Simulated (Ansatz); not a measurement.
## InSb3: band structure with LDA

The system is InSb3.

```
Sb In
1.0
     4.80637    0.00000    0.00000
     0.00000    4.80637    0.00000
     0.00000    0.00000    4.80637
Sb In
3 1
Cartesian
  2.4032 2.4032 0.0000
  0.0000 2.4032 2.4032
  2.4032 0.0000 2.4032
  0.0000 0.0000 0.0000
```

The cell comes from a database or a generator and needn't be the stable form of this composition.

* Program: Ansatz 0.2.0
* Task: band structure
* Functional: LDA
* Potentials or basis: Ansatz PAW
* Cutoff: 420 eV (not typed: the program's choice for these potentials)
* k mesh: 6 × 6 × 6
* Occupations: fermi-dirac, width 0.05 eV
* Spin: no spin polarisation
* Path: [["G", "X", "M", "G", "R", "X"], ["M", "R"]]
* Points for each segment of the path: 14

```yaml
Pressure: -3.8 GPa
Band_gap_on_the_k_mesh: none (metal or under the smearing width)
```

Levels at the corners of the path, in eV from the Fermi level:
```
point  band 26  band 27  band 28  band 29  band 30  band 31  band 32  band 33
    Γ    -4.26    -3.71     0.41     0.41     0.41     1.68     1.68     1.68
    X    -2.88    -2.09    -2.09    -1.09    -0.83     1.88     2.12     2.12
    M    -1.67    -1.67    -1.33    -1.10    -1.10    -0.55     1.04     3.20
    Γ    -4.26    -3.71     0.41     0.41     0.41     1.68     1.68     1.68
    R    -4.95    -4.95    -4.89     3.42     3.42     3.48     3.48     3.48
    X    -2.88    -2.09    -2.09    -1.09    -0.83     1.88     2.12     2.12
    M    -1.67    -1.67    -1.33    -1.10    -1.10    -0.55     1.04     3.20
    R    -4.95    -4.95    -4.89     3.42     3.42     3.48     3.48     3.48
```

Run time: 11 s on 2 threads of Arm Neoverse V2, with other jobs on the host, peak memory 0.43 GiB.

Caveat: spin-orbit coupling is left out, which moves the levels of the heavy elements; the PAW data sets come from PBE, with cores solved anew for the run's functional, which leaves a small shift of forces and pressure.
